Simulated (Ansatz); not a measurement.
# WS2: the cost of one run

Program: Ansatz 0.2.0. Level of theory: DFT PBE, scalar-relativistic, plane waves, PAW. These are calculated values, not measurements.

The COD entry's cell or inner coordinates are ideal or old and differ from later refinements, so a difference from it is no clean test against experiment.

### Step 1. Starting point

The structure is hexagonal, space group P6_3/mmc (No. 194). The conventional cell has a = 3.180 Å, b = 3.180 Å, c = 12.500 Å, α = 90.00°, β = 90.00°, γ = 120.00°. W (site symmetry -6m2) has 6 S at 2.41 Å in its first shell of neighbours. S (site symmetry 3m) is surrounded by 3 W at 2.41 Å.

As a file:

```cif
data_structure
_symmetry_space_group_name_H-M 'P6_3/mmc'
_symmetry_Int_Tables_number 194
_cell_length_a 3.1800
_cell_length_b 3.1800
_cell_length_c 12.5000
_cell_angle_alpha 90.000
_cell_angle_beta 90.000
_cell_angle_gamma 120.000
_cell_volume 109.47
loop_
_atom_site_label
_atom_site_type_symbol
_atom_site_symmetry_multiplicity
_atom_site_Wyckoff_symbol
_atom_site_fract_x
_atom_site_fract_y
_atom_site_fract_z
_atom_site_occupancy
W1 W 2 d 0.33333 0.66667 0.75000 1
S1 S 4 f 0.33333 0.66667 0.12500 1
```

The runs take a perfect supercell of 54 atoms; the defect goes to fractional position (0.333, 0.667, 0.833).

### Step 2. The perfect supercell

File input.yaml:

```yaml
crystal:
  lattice:
    - [9.54, 0.0, 0.0]
    - [-4.77, 8.261882, 0.0]
    - [0.0, 0.0, 12.5]
  atoms:
    - { symbol: W, position: [0.111111, 0.222222, 0.25] }
    - { symbol: W, position: [0.111111, 0.555556, 0.25] }
    - { symbol: W, position: [0.111111, 0.888889, 0.25] }
    - { symbol: W, position: [0.444444, 0.222222, 0.25] }
    - { symbol: W, position: [0.444444, 0.555556, 0.25] }
    - { symbol: W, position: [0.444444, 0.888889, 0.25] }
    - { symbol: W, position: [0.777778, 0.222222, 0.25] }
    - { symbol: W, position: [0.777778, 0.555556, 0.25] }
    - { symbol: W, position: [0.777778, 0.888889, 0.25] }
    - { symbol: W, position: [0.222222, 0.111111, 0.75] }
    - { symbol: W, position: [0.222222, 0.444444, 0.75] }
    - { symbol: W, position: [0.222222, 0.777778, 0.75] }
    - { symbol: W, position: [0.555556, 0.111111, 0.75] }
    - { symbol: W, position: [0.555556, 0.444444, 0.75] }
    - { symbol: W, position: [0.555556, 0.777778, 0.75] }
    - { symbol: W, position: [0.888889, 0.111111, 0.75] }
    - { symbol: W, position: [0.888889, 0.444444, 0.75] }
    - { symbol: W, position: [0.888889, 0.777778, 0.75] }
    - { symbol: S, position: [0.111111, 0.222222, 0.625] }
    - { symbol: S, position: [0.111111, 0.555556, 0.625] }
    - { symbol: S, position: [0.111111, 0.888889, 0.625] }
    - { symbol: S, position: [0.444444, 0.222222, 0.625] }
    - { symbol: S, position: [0.444444, 0.555556, 0.625] }
    - { symbol: S, position: [0.444444, 0.888889, 0.625] }
    - { symbol: S, position: [0.777778, 0.222222, 0.625] }
    - { symbol: S, position: [0.777778, 0.555556, 0.625] }
    - { symbol: S, position: [0.777778, 0.888889, 0.625] }
    - { symbol: S, position: [0.222222, 0.111111, 0.125] }
    - { symbol: S, position: [0.222222, 0.444444, 0.125] }
    - { symbol: S, position: [0.222222, 0.777778, 0.125] }
    - { symbol: S, position: [0.555556, 0.111111, 0.125] }
    - { symbol: S, position: [0.555556, 0.444444, 0.125] }
    - { symbol: S, position: [0.555556, 0.777778, 0.125] }
    - { symbol: S, position: [0.888889, 0.111111, 0.125] }
    - { symbol: S, position: [0.888889, 0.444444, 0.125] }
    - { symbol: S, position: [0.888889, 0.777778, 0.125] }
    - { symbol: S, position: [0.111111, 0.222222, 0.875] }
    - { symbol: S, position: [0.111111, 0.555556, 0.875] }
    - { symbol: S, position: [0.111111, 0.888889, 0.875] }
    - { symbol: S, position: [0.444444, 0.222222, 0.875] }
    - { symbol: S, position: [0.444444, 0.555556, 0.875] }
    - { symbol: S, position: [0.444444, 0.888889, 0.875] }
    - { symbol: S, position: [0.777778, 0.222222, 0.875] }
    - { symbol: S, position: [0.777778, 0.555556, 0.875] }
    - { symbol: S, position: [0.777778, 0.888889, 0.875] }
    - { symbol: S, position: [0.222222, 0.111111, 0.375] }
    - { symbol: S, position: [0.222222, 0.444444, 0.375] }
    - { symbol: S, position: [0.222222, 0.777778, 0.375] }
    - { symbol: S, position: [0.555556, 0.111111, 0.375] }
    - { symbol: S, position: [0.555556, 0.444444, 0.375] }
    - { symbol: S, position: [0.555556, 0.777778, 0.375] }
    - { symbol: S, position: [0.888889, 0.111111, 0.375] }
    - { symbol: S, position: [0.888889, 0.444444, 0.375] }
    - { symbol: S, position: [0.888889, 0.777778, 0.375] }
basis:
  ecutwfc: 420
  fft_grid_basis: typed
kpoints:
  mp_grid: { grid: [3, 3, 1] }
hamiltonian:
  xc: pbe
  pseudopotentials: { kind: paw }
scf:
  occupations: { method: gaussian, width: 0.05 }
output:
  forces: true
  stress: false
  eigenvalues: true
  bader: false
  write_density: true
  volumetric_format: npy
```

Run with:

```console
$ ansatz run input.yaml --threads 8 --pin off --max-ram 16384MiB --backend cpu --events-out ev --progress --plain --runs-dir out
```

What time and memory should one allow on 8 threads of Arm Neoverse V2, shared host?

About 6.4 s, with a peak of 3.9 GiB.
